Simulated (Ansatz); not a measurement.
BrMg, vertical and adiabatic energies of changing the electron count

Program: the Python package of Ansatz (0.2.0).

Run as a notebook:

```python
import itertools

import ansatz as az
from ase import Atoms
from ase.data import atomic_numbers, covalent_radii
import numpy as np
```

```python
atoms = Atoms(["Mg", "Br"], positions=[
    (-1.0406, 0.3218, -0.5429),
    (1.0701, -0.3819, 0.547),
])
system = az.Crystal.molecule_from_ase(atoms)
```

```python
base = (
    system.calculation()
    .basis(gaussian="def2-SVP")
    .functional("B3LYP", dispersion="d3bj")
    .spin("collinear", total=1)
)
symbols = [site.symbol for site in system.cartesian_sites]
start = np.array([site.position_ang for site in system.cartesian_sites], dtype=float)
r = base.relax(force_tolerance=0.01).run(threads=1).report
end = np.array(r["positions_ang"])

minimum = az.Crystal.molecule()
for symbol, place in zip(symbols, end):
    minimum = minimum.atom(symbol, place.tolist())
ion = (
    minimum.calculation()
    .basis(gaussian="def2-SVP")
    .functional("B3LYP", dispersion="d3bj")
    .charge(1)
)
vertical = ion.run(threads=1).report
settled = ion.relax(force_tolerance=0.01, max_steps=80).run(threads=1).report
print(f"vertical ionisation energy   {vertical['free_energy_ev'] - r['free_energy_ev']:.3f} eV")
print(f"adiabatic, no zero point     {settled['free_energy_ev'] - r['free_energy_ev']:.3f} eV")
print(f"relaxation energy of the ion {vertical['free_energy_ev'] - settled['free_energy_ev']:.3f} eV")
ionised = np.array(settled["positions_ang"])
# pairs closer than 1.2 times the sum of covalent radii, before or after
radius = [covalent_radii[atomic_numbers[s]] for s in symbols]
span = lambda where, i, j: np.linalg.norm(where[i] - where[j])
bonded = [(i, j) for i, j in itertools.combinations(range(len(symbols)), 2) if min(span(end, i, j), span(ionised, i, j)) < 1.2 * (radius[i] + radius[j])]
print("pair        before    after (A)")
for i, j in bonded:
    print(f"{symbols[i]}{i}-{symbols[j]}{j}".ljust(10), f"{span(end, i, j):8.4f} {span(ionised, i, j):8.4f}")
```

    vertical ionisation energy   7.884 eV
    adiabatic, no zero point     7.827 eV
    relaxation energy of the ion 0.056 eV
    pair        before    after (A)
    Mg0-Br1      2.3972   2.2940

The energies are electronic: no zero-point or thermal terms, and the basis set is short of its limit. The product may relax into another structure. Each relaxation finds its nearest minimum, which needn't be the lowest. The run takes the species as open-shell (spin multiplicity 2), which needn't be its ground state. b3lyp holds the VWN-RPA fit, as in Gaussian; the form of ORCA and Turbomole is b3lyp5. Only the spin states typed were run; another state of an ion can lie lower, by up to an eV or two. The spin state was assumed, and another may lie lower. Wall time of the script: 14 s on 1 thread of Arm Neoverse V1, with other jobs on the host, peak memory 0.2 GiB.
